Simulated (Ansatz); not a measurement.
# Migration of Au in Si

How high is the barrier in Si when interstitial Au hops to an equivalent place? Supercell of 16 sites with charge +1; relaxed ends, then a climbing-image band.

Program: Ansatz 0.2.0. Level of theory: DFT r2SCAN, scalar-relativistic, plane waves, PAW. These are calculated values, not measurements.

### Step 1. The structure to begin with

Symmetry: Fd-3m, No. 227, cubic system. Conventional cell: a = 5.444 Å, b = 5.444 Å, c = 5.444 Å, α = 90.00°, β = 90.00°, γ = 90.00°. Si (site symmetry -43m) is surrounded by 4 Si at 2.36 Å.

Structure file:

```
CELL_PARAMETERS angstrom
0.00000 2.72185 2.72185
2.72185 0.00000 2.72185
2.72185 2.72185 0.00000
ATOMIC_POSITIONS crystal
Si 0.75000 0.75000 0.75000
Si 0.50000 0.50000 0.50000
```

The structure comes from the Materials Project (structure only).

### Step 2. A first look at the start

Contents of input.yaml:

```yaml
crystal:
  lattice:
    - [0.0, 2.72185119, 2.72185119]
    - [2.72185119, 0.0, 2.72185119]
    - [2.72185119, 2.72185119, 0.0]
  atoms:
    - { symbol: Si, position: [0.75, 0.75, 0.75] }
    - { symbol: Si, position: [0.5, 0.5, 0.5] }
basis:
  ecutwfc: 500
kpoints:
  mp_grid: { grid: [6, 6, 6] }
hamiltonian:
  xc: r2scan
scf:
  occupations: { method: gaussian, width: 0.1 }
output:
  forces: true
  stress: true
  eigenvalues: true
```

Run with:

```console
$ ansatz run input.yaml --threads 8 --pin off --max-ram 20480MiB --backend cpu --events-out ev --progress --plain --runs-dir out
```

Standard output, cut to the lines that bear on the results:

```text
[...]
SCF converged after 6 iterations
Free energy (F): -1278.111742 eV
[...]
E sigma→0 (E₀):  -1278.111742 eV
Fermi energy:    6.536859 eV
[...]
--- Forces (eV/Å), atoms counted from 1 ---
  atom   1  Si    -0.00000000     0.00000000     0.00000000
  atom   2  Si     0.00000000     0.00000000     0.00000000
[...]
--- Stress (GPa, compression-positive) ---
        0.095794      -0.000000      -0.000000
       -0.000000       0.095794      -0.000000
       -0.000000      -0.000000       0.095794
  P = ⅓ Tr σ = 0.0958 GPa (0.958 kbar)
--- Band table (eV; the first three rows and the last of 16) ---
  k-point 0: bands = ["-6.3997", "6.0856", "6.0856", "6.0856", "8.8234", "8.8234", "8.8234", "9.9774"]
[...]
```

Run time: 0.56 s. Hardware: 8 threads of Intel Xeon Platinum 8259CL at 2.50GHz (Skylake/Cascade Lake), shared host; peak memory 0.47 GiB.

From the probe: pressure 0.1 GPa, largest force 0.00 eV/Å, gap on this mesh 0.92 eV. By this gap the next run takes a mesh of 8×8×8 and a smearing of 0.02 eV.

### Step 3. Full relaxation

input.yaml: that of step 2 with these lines changed.

```diff
@@ -11,3 +11,3 @@
 kpoints:
-  mp_grid: { grid: [6, 6, 6] }
+  mp_grid: { grid: [8, 8, 8] }
 hamiltonian:
@@ -15,3 +15,3 @@
 scf:
-  occupations: { method: gaussian, width: 0.1 }
+  occupations: { method: gaussian, width: 0.02 }
 output:
@@ -20 +20,10 @@
   eigenvalues: true
+  write_density: true
+  write_potential: true
+  elf: true
+  volumetric_format: npy
+relax:
+  adjacent_minimum: "off"
+  f_tol: 0.005
+  max_steps: 80
+  cell: { stress_tol: 0.05 }
```

Run with:

```console
$ ansatz run input.yaml --threads 8 --pin off --max-ram 20480MiB --backend cpu --events-out ev --progress --plain --runs-dir out
```

Standard output, cut to the lines that bear on the results:

```text
Warning: RAYON_NUM_THREADS=8 ignored (pool sized by the plan → 8); use --threads N
[...]
Pseudopotentials: kind: paw
Pseudopotential: Si, paw, valence charge 4, recommended cutoff 500 eV (meta_gga), Si.paw.azcp
Functional definition: r2SCAN
[...]
Crystal: 2 atoms, lattice volume = 40.330 Å³
Basis set: ecut = 500 eV, 965 PW (Γ), exchange–correlation on 120×120×120 points (64 copies of the dense FFT grid, shifted against one another)
Bands: 8, of which v1, the nominal top of the filled ones, is band 4 counted from 1 (3 counted from 0)
Symmetry: 48 space group operations
Space group: Fd-3m (ITA 227), of the structure as read, at distance tolerance 3.4e-5 Å
k-points: 29 of 512
[...]
SCF iter   1: F=—  HF=-1278.114933 eV  |F-HF|=—  |Δ(HF+E_count)|=         —  Δρ=3.14e-3  dr2=3.05e-3  dr2_τ=1.22e-2  ethr=1.77e-3  ⟨swp⟩=6.2  Hψ=2145  notcnv=0
[...]
E sigma→0 (E₀):  -1278.130076 eV
Fermi energy:    6.485257 eV
[...]
--- Forces (eV/Å), atoms counted from 1 ---
  atom   1  Si    -0.00000000    -0.00000000     0.00000000
  atom   2  Si     0.00000000     0.00000000    -0.00000000
[...]
--- Stress (GPa, compression-positive) ---
        0.035371      -0.000000      -0.000000
       -0.000000       0.035371       0.000000
        0.000000       0.000000       0.035371
  P = ⅓ Tr σ = 0.0354 GPa (0.354 kbar)
--- Band table (eV; the first three rows and the last of 29) ---
  k-point 0: bands = ["-6.4048", "6.0803", "6.0803", "6.0803", "8.8195", "8.8195", "8.8195", "9.9710"]
[...]
--- Relaxed structure (1 steps of the walk, 1 accepted, 1 SCFs on fresh bases) ---
  F+E_penalty+E_count = -1278.13007603 eV   max|allowed force component| = 9.252e-18 eV/Å   (the final SCF, on the basis selected at the relaxed cell)
  cell:  # Å, volume = 40.3295 Å³
    - [0.0, 2.72185119, 2.72185119]
    - [2.72185119, 0.0, 2.72185119]
    - [2.72185119, 2.72185119, 0.0]
  atoms:
    - { symbol: Si, position: [0.75, 0.75, 0.75] }
    - { symbol: Si, position: [0.5, 0.5, 0.5] }
```

Wall time 1.2 s (8 threads of Intel Xeon Platinum 8259CL at 2.50GHz (Skylake/Cascade Lake), shared host); peak memory 0.49 GiB.

Step by step:

```csv
step,energy from step 1 (eV/cell),largest force component (eV/Å),pressure (GPa),volume (Å³)
1,0.0000,0.0000,0.04,40.33
2,0.0000,0.0000,0.04,40.33
```

Step 1 is the start. Step 2 repeats the geometry before it on a plane-wave basis chosen anew for that cell, so its energy need not be comparable with the rows above.

Lengths and angles in the start's conventional setting:

|  | before | after | change |
| --- | --- | --- | --- |
| a (Å) | 5.444 | 5.444 | 0.0 % |
| b (Å) | 5.444 | 5.444 | 0.0 % |
| c (Å) | 5.444 | 5.444 | 0.0 % |
| volume (Å³/atom) | 20.16 | 20.16 | 0.0 % |
| shortest distance (Å) | 2.357 | 2.357 | 0.0 % |
| space group (0.01 Å) | Fd-3m | Fd-3m | same |

Forces and stress were held to the start's 48 operations: a distortion of lower symmetry was not tested.

The maps below are laid out on this run's own conventional cell (a, b, c = 5.444, 5.444, 5.444 Å).

Density in a lattice plane of the grid's cell (edges 5.44 and 5.44 Å, at 0.000 of the third edge), which holds Si.

Ten even steps from '0' (0.02 e/Å³) to '9' (0.39 e/Å³):
```
000012368973237986321000
000012468998789986421000
001122457899999875422110
222223345666666654332222
334443334443334443334443
666654332222222223345666
999875422110001122457899
789986421000000012468998
237986321000000012368973
015886321000000012368851
237986321000000012368973
789986421000000012468998
999875422110001122457899
666654332222222223345666
334443334443334443334443
222223345666666654332222
001122457899999875422110
000012468998789986421000
000012368973237986321000
000012368851015886321000
```
Columns run along the first of these edges and rows up along the second, over one cell in 24 and 20 even steps from the bottom left corner. Atoms in the plane (fractional): Si at (0.00, 0.50), Si at (0.50, 0.00).

ELF in the same plane.

Ten even steps from ' ' (0.01) to '@' (0.80):
```
        ..--**%%%%##==------==##%%%%**--..      
      ..::==**%%@@@@##++==++##@@@@%%**==::..    
......::--==**%%@@@@@@%%##%%@@@@@@%%**==--::....
------====++**##%%@@%%%%##%%%%@@%%##**++====----
++****##****++****##****++****##****++****##****
##%%%%@@%%##**++====----------====++**##%%@@%%%%
##%%@@@@@@%%**==--::..........::--==**%%@@@@@@%%
==++##@@@@%%**==::..          ..::==**%%@@@@##++
----==##%%%%**--..              ..--**%%%%##==--
##==--++####++--..              ..--++####++--==
----==##%%%%**--..              ..--**%%%%##==--
==++##@@@@%%**==::..          ..::==**%%@@@@##++
##%%@@@@@@%%**==--::..........::--==**%%@@@@@@%%
##%%%%@@%%##**++====----------====++**##%%@@%%%%
++****##****++****##****++****##****++****##****
------====++**##%%@@%%%%##%%%%@@%%##**++====----
......::--==**%%@@@@@@%%##%%@@@@@@%%**==--::....
      ..::==**%%@@@@##++==++##@@@@%%**==::..    
        ..--**%%%%##==------==##%%%%**--..      
        ..--++####++--==##==--++####++--..      
```
Columns run along the first of these edges and rows up along the second, over one cell in 24 and 20 even steps from the bottom left corner. Atoms in the plane (fractional): Si at (0.00, 0.50), Si at (0.50, 0.00).

Both are smooth fields of the valence electrons: close to the nuclei they are not physical.

The highest ELF values outside the cores: 0.95 on the Si–Si line, 1.1 Å from Si.

### Step 4. Relaxing the first end

The supercell's rows are 0 -2 2; 0 0 2; -2 0 2 in vectors of the relaxed cell. Atom 17 is the Au that will move.

Contents of input.yaml:

```yaml
crystal:
  lattice:
    - [0.0, 5.44370238, -5.44370238]
    - [5.44370238, 5.44370238, 0.0]
    - [5.44370238, 0.0, -5.44370238]
  atoms:
    - { symbol: Si, position: [0.125, 0.125, 0.125] }
    - { symbol: Si, position: [0.125, 0.625, 0.125] }
    - { symbol: Si, position: [0.625, 0.125, 0.125] }
    - { symbol: Si, position: [0.625, 0.625, 0.125] }
    - { symbol: Si, position: [0.125, 0.125, 0.625] }
    - { symbol: Si, position: [0.125, 0.625, 0.625] }
    - { symbol: Si, position: [0.625, 0.125, 0.625] }
    - { symbol: Si, position: [0.625, 0.625, 0.625] }
    - { symbol: Si, position: [0.25, 0.75, 0.25] }
    - { symbol: Si, position: [0.25, 0.25, 0.25] }
    - { symbol: Si, position: [0.75, 0.75, 0.25] }
    - { symbol: Si, position: [0.75, 0.25, 0.25] }
    - { symbol: Si, position: [0.25, 0.75, 0.75] }
    - { symbol: Si, position: [0.25, 0.25, 0.75] }
    - { symbol: Si, position: [0.75, 0.75, 0.75] }
    - { symbol: Si, position: [0.75, 0.25, 0.75] }
    - { symbol: Au, position: [-0.0160867225, 0.0092393625, 0.0156044013] }
total_charge: 1
basis:
  ecutwfc: 500
  xc_grid: 3
kpoints:
  mp_grid: { grid: [2, 2, 2], shift: [0.0, 0.0, 0.0] }
hamiltonian:
  xc: r2scan
scf:
  occupations: { method: gaussian, width: 0.02 }
output:
  forces: true
  stress: false
  eigenvalues: true
relax:
  adjacent_minimum: "off"
  f_tol: 0.02
  max_steps: 60
```

Run with:

```console
$ ansatz run input.yaml --threads 8 --pin off --max-ram 20480MiB --backend cpu --events-out ev --progress --plain --runs-dir out
```

Standard output, cut to the lines that bear on the results:

```text
Warning: RAYON_NUM_THREADS=8 ignored (pool sized by the plan → 8); use --threads N
[...]
Pseudopotentials: kind: paw
Pseudopotential: Si, paw, valence charge 4, recommended cutoff 500 eV (meta_gga), Si.paw.azcp
Pseudopotential: Au, paw, valence charge 19, recommended cutoff 500 eV (meta_gga), Au.paw.azcp
Functional definition: r2SCAN
[...]
Crystal: 17 atoms, lattice volume = 322.636 Å³
Basis set: ecut = 500 eV, 8099 PW (Γ), exchange–correlation on 180×180×180 points (27 copies of the dense FFT grid, shifted against one another)
Bands: 58, of which v1, the nominal top of the filled ones, is band 41 counted from 1 (40 counted from 0)
Symmetry: 1 space group operations
Space group: P1 (ITA 1), of the structure as read, at distance tolerance 6.9e-5 Å
k-points: 8
[...]
relax step  10: F+E_penalty+E_count = -23392.44717710 eV  Δ(F+E_penalty+E_count) = -6.637e-3 eV  max|allowed force component| = 1.443e-1 eV/Å  Δτ_max = 0.2000 Å  (7 SCF iters, dr2 threshold 2.15e-5 eV, accepted)
[...]
relax step  13: F+E_penalty+E_count = -23392.48451338 eV  Δ(F+E_penalty+E_count) = -3.538e-3 eV  max|allowed force component| = 1.057e-1 eV/Å  Δτ_max = 0.0398 Å  (7 SCF iters, accepted)
relax step  14: F+E_penalty+E_count = -23392.48515695 eV  Δ(F+E_penalty+E_count) = -6.436e-4 eV  max|allowed force component| = 8.051e-2 eV/Å  Δτ_max = 0.0350 Å  (6 SCF iters, dr2 threshold 3.45e-6 eV, accepted)
relax step  15: F+E_penalty+E_count = -23392.48677884 eV  Δ(F+E_penalty+E_count) = -1.622e-3 eV  max|allowed force component| = 1.405e-2 eV/Å  Δτ_max = 0.0160 Å  (4 SCF iters, dr2 threshold 3.76e-6 eV, accepted)
[...]
SCF iter   1: F=—  HF=-23392.486779 eV  |F-HF|=—  |Δ(HF+E_count)|=         —  Δρ=3.04e-5  dr2=2.81e-6  dr2_τ=2.23e-7  ethr=3.43e-9  ⟨swp⟩=1.0  Hψ=1136  notcnv=0
[...]
```

### Step 5. The output, continued: Au interstitial, charge +1, atoms relaxed

Output, continued:

```text
SCF iter   2: F=—  HF=-23392.486779 eV  |F-HF|=—  |Δ(HF+E_count)|=   2.90e-7  Δρ=1.70e-5  dr2=8.14e-7  dr2_τ=4.67e-8  ethr=3.43e-9  ⟨swp⟩=2.5  Hψ=574  notcnv=0
SCF iter   3: F=—  HF=-23392.486780 eV  |F-HF|=—  |Δ(HF+E_count)|=   2.89e-7  Δρ=5.43e-6  dr2=1.15e-7  dr2_τ=2.18e-8  ethr=9.93e-10  ⟨swp⟩=2.0  Hψ=619  notcnv=0
SCF iter   4: F=-23392.486780 eV  HF=-23392.486780 eV  |F-HF|=2.39e-9  |Δ(HF+E_count)|=   1.09e-8  Δρ=1.38e-6  dr2=6.93e-9  dr2_τ=6.35e-10  ethr=1.22e-10  ⟨swp⟩=5.0  Hψ=1662  notcnv=0
SCF 16 converged in 4 iterations: F = -23392.486780 eV  dr2 = 6.93e-9
relax step  16: F+E_penalty+E_count = -23392.48677960 eV  Δ(F+E_penalty+E_count) = -7.557e-7 eV  max|allowed force component| = 1.390e-2 eV/Å  Δτ_max = 0.0000 Å  (4 SCF iters, accepted)
iter 1 solved again at ethr=8.52e-12 eV; its pass at ethr=3.10e-3 eV (dr2=6.98e-9 eV) is discarded
SCF iter   1: F=—  HF=-23392.486780 eV  |F-HF|=—  |Δ(HF+E_count)|=         —  Δρ=1.38e-6  dr2=6.93e-9  dr2_τ=6.36e-10  ethr=8.52e-12  ⟨swp⟩=1.0  Hψ=1304  notcnv=0
SCF iter   2: F=-23392.486780 eV  HF=-23392.486780 eV  |F-HF|=1.57e-9  |Δ(HF+E_count)|=   2.22e-9  Δρ=8.33e-7  dr2=2.53e-9  dr2_τ=7.22e-11  ethr=8.46e-12  ⟨swp⟩=3.1  Hψ=1155  notcnv=0
SCF 17 converged in 2 iterations: F = -23392.486780 eV  dr2 = 2.53e-9
SCF converged after 2 iterations
Free energy (F): -23392.486780 eV
Harris-Foulkes:  -23392.486780 eV  (|F-HF|=1.57e-9)
Internal energy: -23392.486780 eV  (E = F + TS)
E sigma→0 (E₀):  -23392.486780 eV
Fermi energy:    7.572893 eV
--- Per-component energies (eV) ---
  E_band       = -377.975009
  E_kinetic    = 1255.595665
  E_local      = -4599.214157  (includes V_loc(G=0)·N_el)
  E_nonlocal   = 469.071920
  E_hartree    = 1978.479580
  E_xc         = -1038.940083
  E_vxc        = -1099.292251  (∫ρ·V_xc dr)
  E_paw        = -18041.943534  (= ΣΔE_a)
  E_vpaw       = -413.501541  (= ΣTr[D̂ρ^β])
  E_aug_tail   = 0.000765  (compensation charges beyond the density's cutoff)
  E_vtau       = 52.405536  (kinetic-family band-sum trace: ∫τ·v_τ [+ j·A + Jᵃ·Aᵃ] dr)
  E_ewald      = -3414.137685
  E_core_change = -1.399251  (= ΣΔE_core)
  E_smearing   = -0.000000  (= −TS)
  E_closure    = 0.000000  (closes the sum)
  E_deformation_potential = 13.812697  (in the stress; not in F)
  Σ components = -23392.486780   (vs F -23392.486780, Δ=0.00e0)
--- Forces (eV/Å), atoms counted from 1 ---
  atom   1  Si     0.00061141     0.00957671    -0.00785491
  atom   2  Si     0.00245991    -0.00492001    -0.00897721
  atom   3  Si    -0.00189215    -0.00447332     0.00860921
  atom   4  Si     0.00492424    -0.00670492    -0.00073583
  atom   5  Si     0.00375209     0.00109715     0.00564492
  atom   6  Si    -0.01024076     0.00802656     0.00144025
  atom   7  Si     0.00899231    -0.00023992     0.00461161
  atom   8  Si    -0.00775069    -0.00027169     0.00489086
  atom   9  Si    -0.00178008    -0.00214490    -0.00158366
  atom  10  Si    -0.00708132     0.00349393    -0.00187699
  atom  11  Si     0.00572510     0.00243784    -0.00231022
  atom  12  Si    -0.00417462     0.00465951     0.00873869
  atom  13  Si    -0.00012248     0.00619928     0.00091384
  atom  14  Si     0.00040929    -0.01178678     0.00250701
  atom  15  Si    -0.00183013    -0.00540679    -0.00349065
  atom  16  Si     0.00791276     0.00282427    -0.01390833
  atom  17  Au     0.00007357    -0.00238594     0.00334570
  max |Σ_I F_I| component: 3.57e-5 eV/Å
--- Band table (eV; the first three rows and the last of 8) ---
  k-point 0: bands = ["-101.7703", "-52.7899", "-52.7478", "-52.3904", "-5.4760", "-3.0945", "-2.9148", "-2.8068", "-2.6968", "-1.9059", "-1.5430", "-1.5281", "-1.0518", "-0.8733", "-0.6968", "-0.5450", "-0.2746", "-0.2645", "-0.0570", "1.2923", "1.5932", "1.6525", "1.6753", "1.7292", "4.0676", "4.1645", "4.5295", "4.5696", "4.5851", "4.7164", "5.7372", "5.8189", "5.9170", "5.9856", "6.0187", "6.2635", "6.3815", "6.4071", "6.7981", "7.3745", "7.4144", "7.7240", "8.0874", "8.1790", "8.2865", "8.8595", "8.8667", "8.8686", "9.1443", "9.6268", "9.6836", "9.7523", "9.9858", "10.1063", "10.7396", "10.7659", "10.8119", "10.8189"]
  k-point 1: bands = ["-101.7703", "-52.7899", "-52.7478", "-52.3904", "-4.9280", "-4.2916", "-2.6271", "-2.6076", "-2.5912", "-2.4884", "-2.4268", "-2.2533", "-0.8133", "-0.6554", "-0.5732", "0.3748", "0.8165", "0.8608", "1.1779", "1.2517", "1.8483", "1.9637", "2.1178", "3.0843", "3.1251", "3.3687", "3.4749", "3.6537", "3.9001", "4.2541", "4.3318", "4.6724", "4.7770", "5.0453", "5.0895", "5.2204", "5.2725", "6.5052", "6.5398", "6.8695", "7.4218", "8.3122", "8.5758", "9.2141", "9.3243", "9.3501", "9.6844", "9.7341", "9.7707", "10.4142", "10.8950", "11.1596", "11.2652", "11.3263", "11.8748", "11.9706", "12.0165", "12.1886"]
  k-point 2: bands = ["-101.7703", "-52.7899", "-52.7478", "-52.3904", "-4.7799", "-4.4058", "-2.9401", "-2.6733", "-2.5470", "-2.4138", "-2.3860", "-2.3125", "-0.8602", "-0.5638", "0.2484", "0.4928", "0.5807", "0.6889", "0.8547", "1.3521", "1.6214", "2.0897", "2.1987", "2.9386", "3.0274", "3.4090", "3.4749", "3.5408", "3.6362", "4.0849", "4.6799", "4.8704", "4.9268", "5.1190", "5.2994", "5.3371", "5.5238", "6.2696", "6.5261", "6.6663", "7.1802", "8.4455", "8.7356", "8.8605", "8.9544", "9.1390", "9.2961", "9.4501", "10.0054", "10.7183", "11.0643", "11.2966", "11.5402", "11.7521", "11.8266", "12.0071", "12.1217", "12.1526"]
  k-point 7: bands = ["-101.7703", "-52.7899", "-52.7478", "-52.3904", "-4.7796", "-4.4064", "-2.9398", "-2.6717", "-2.5487", "-2.4128", "-2.3883", "-2.3108", "-0.8600", "-0.5640", "0.2479", "0.4901", "0.5801", "0.6904", "0.8556", "1.3516", "1.6214", "2.0905", "2.1983", "2.9394", "3.0284", "3.4072", "3.4750", "3.5426", "3.6377", "4.0847", "4.6800", "4.8704", "4.9257", "5.1183", "5.2998", "5.3365", "5.5229", "6.2692", "6.5286", "6.6637", "7.1810", "8.4448", "8.7382", "8.8586", "8.9552", "9.1399", "9.2943", "9.4496", "10.0056", "10.7184", "11.0653", "11.2960", "11.5389", "11.7568", "11.8205", "12.0072", "12.1240", "12.1525"]
--- Relaxed structure (16 steps of the walk, 15 accepted, 0 SCFs on fresh bases) ---
  F+E_penalty+E_count = -23392.48677960 eV   max|allowed force component| = 1.390e-2 eV/Å
  atoms:
    - { symbol: Si, position: [0.15279172843288202, 0.12591892352982284, 0.11703024155542656] }
    - { symbol: Si, position: [0.15365118562089075, 0.6051129106684925, 0.11689721698616828] }
    - { symbol: Si, position: [0.5834593229116781, 0.14575537303374125, 0.12639534180960887] }
    - { symbol: Si, position: [0.6595241131231449, 0.6375012549019916, 0.06641347315110596] }
    - { symbol: Si, position: [0.11025734482133243, 0.11531869424294372, 0.6601979826151696] }
    - { symbol: Si, position: [0.14381446507530027, 0.6264080305317594, 0.6044452019596689] }
    - { symbol: Si, position: [0.6272075739709839, 0.13960620918277633, 0.6081268075093984] }
    - { symbol: Si, position: [0.6269478746127921, 0.6260965260391108, 0.6081307641097253] }
    - { symbol: Si, position: [0.29334427009875563, 0.7376806528211348, 0.23281809077049864] }
    - { symbol: Si, position: [0.21681817372891998, 0.24665323838002917, 0.29102068990292895] }
    - { symbol: Si, position: [0.7271131640338027, 0.7560061121701511, 0.23885402263577477] }
    - { symbol: Si, position: [0.727898320412073, 0.2787169401551904, 0.2389294196968742] }
    - { symbol: Si, position: [0.25611176180499956, 0.7428505765493733, 0.7465508114674786] }
    - { symbol: Si, position: [0.2563377336543428, 0.25553723950434404, 0.7464157565764014] }
    - { symbol: Si, position: [0.7705512782451697, 0.7668066632509044, 0.6967345889202722] }
    - { symbol: Si, position: [0.7360221315103412, 0.25545069456778335, 0.7540048249673066] }
    - { symbol: Au, position: [-0.057937164557408966, -0.05218067702954826, 0.1626391666661943] }
```

Wall time 54 s (8 threads of Intel Xeon Platinum 8259CL at 2.50GHz (Skylake/Cascade Lake), shared host); peak memory 1.8 GiB.

Relaxation path:

```tsv
step	energy from step 1 (eV/cell)	largest force component (eV/Å)
1	0.0000	2.1648
2	-0.6823	0.3736
3	-0.7361	0.2174
4	-0.8236	0.5345
5	-0.8552	0.3892
6	-0.9104	0.2464
7	-0.9910	0.4719
8	-1.0650	0.3116
9	-1.1409	0.2220
10	-1.1475	0.1443
11	-1.1813	0.0802
12x	-1.1466	0.1536
13	-1.1849	0.1057
14	-1.1855	0.0805
15	-1.1871	0.0140
16	-1.1871	0.0139
```

Step 1 is the start. Step 16 solves the same geometry again. 1 step was tried and not accepted (marked x).

The atom that moved most is Au17, by 0.93 Å.

[end of part 1 of 2]
